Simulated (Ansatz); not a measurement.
**C₂H₆ClGeN: a ladder of functionals and wavefunction methods**

An exercise on one series of results from a longer session: the logs are not shown, and one member is left open.

Program: Ansatz 0.2.0, Gaussian basis. Level of theory: functionals in def2-TZVPP, the program's frozen cores in correlated methods. These are calculated values, not measurements.

Levels to be run: PBE-D4, r2SCAN-D4, PBE0-D4, B3LYP-D4, ωB97X-V, ωB97M-V, B2PLYP; CCSD(T)/def2-TZVPP; MP2/def2-QZVPP; extrapolation to the limit.

### The relaxed structure

The geometry comes from an earlier relaxation with PBE0-D4 in a triple-zeta def2 set; it is a stationary point, not always the lowest conformer.

SMILES `C=[CH][GeH]([NH2])[Cl]`, 11 atoms, charge 0, spin multiplicity 1.

Atoms are counted from 1 here; the program's logs count them from 0.

Bond lengths: C1–C2 1.326 Å, C1–H6 1.086 Å, C1–H7 1.086 Å, C2–Ge3 1.928 Å, C2–H8 1.088 Å, Ge3–N4 1.820 Å, Ge3–Cl5 2.181 Å, Ge3–H9 1.533 Å, N4–H10 1.010 Å, N4–H11 1.011 Å. Angles: C2–C1–H6 121.7°, C2–C1–H7 121.6°, H6–C1–H7 116.7°, C1–C2–Ge3 123.6°, C1–C2–H8 119.8°, Ge3–C2–H8 116.5°, C2–Ge3–N4 108.7°, C2–Ge3–Cl5 106.6°, C2–Ge3–H9 116.1°, N4–Ge3–Cl5 112.7°, N4–Ge3–H9 107.6°, Cl5–Ge3–H9 105.3°, Ge3–N4–H10 115.2°, Ge3–N4–H11 114.7°, H10–N4–H11 109.2°.

The first run:

Input file in.yaml:

```yaml
crystal:
  periodic: [false, false, false]
  atoms:
    - {symbol: C, position_ang: [-2.021225, 0.327795, 0.262831]}
    - {symbol: C, position_ang: [-1.020024, -0.532421, 0.134168]}
    - {symbol: Ge, position_ang: [0.825813, -0.078586, 0.455038]}
    - {symbol: N, position_ang: [1.793832, -0.489577, -1.030917]}
    - {symbol: Cl, position_ang: [0.872678, 2.050540, 0.927647]}
    - {symbol: H, position_ang: [-1.853672, 1.356862, 0.565694]}
    - {symbol: H, position_ang: [-3.049549, 0.036724, 0.068426]}
    - {symbol: H, position_ang: [-1.221993, -1.556219, -0.173201]}
    - {symbol: H, position_ang: [1.492941, -0.772992, 1.648107]}
    - {symbol: H, position_ang: [2.788983, -0.333860, -0.952746]}
    - {symbol: H, position_ang: [1.457516, -0.065364, -1.884348]}
basis:
  gaussian: {orbitals: def2-TZVPP}
hamiltonian: {xc: pbe, dispersion: d4}
output: {forces: true, orbitals: {seedname: orbitals}}
```

Command:

```
$ ansatz run in.yaml --threads 4 --pin off --events-out ev --progress --plain --max-ram 10444MiB
```

Among the steps run: PBE-D4 (GGA); r2SCAN-D4 (meta-GGA); PBE0-D4 (hybrid); B3LYP-D4 (hybrid); ωB97X-V (range-separated); ωB97M-V (range-separated); B2PLYP (double hybrid); CCSD(T) in def2-TZVPP; MP2 in def2-QZVPP.

One of the session's tables, all rows but one given; the rest of the session is left out.

```
            method  atomisation energy (kJ/mol)
            PBE-D4                       4023.5
         r2SCAN-D4                       3949.7
           PBE0-D4                       3955.2
          B3LYP-D4                       3940.8
           ωB97X-V                            ?
           ωB97M-V                       3952.6
            B2PLYP                       3902.8
     HF/def2-TZVPP                       2824.6
    MP2/def2-TZVPP                       3911.2
   CCSD/def2-TZVPP                       3790.5
CCSD(T)/def2-TZVPP                       3856.3
           MP2/CBS                       4010.5
       CCSD(T)/CBS                       3955.6
```

Q: Estimate the row for ωB97X-V from the others.

**Answer.** atomisation energy (kJ/mol): 3962.4. In the column «atomisation energy (kJ/mol)» it lies between CCSD(T)/CBS (3955.6) and MP2/CBS (4010.5).
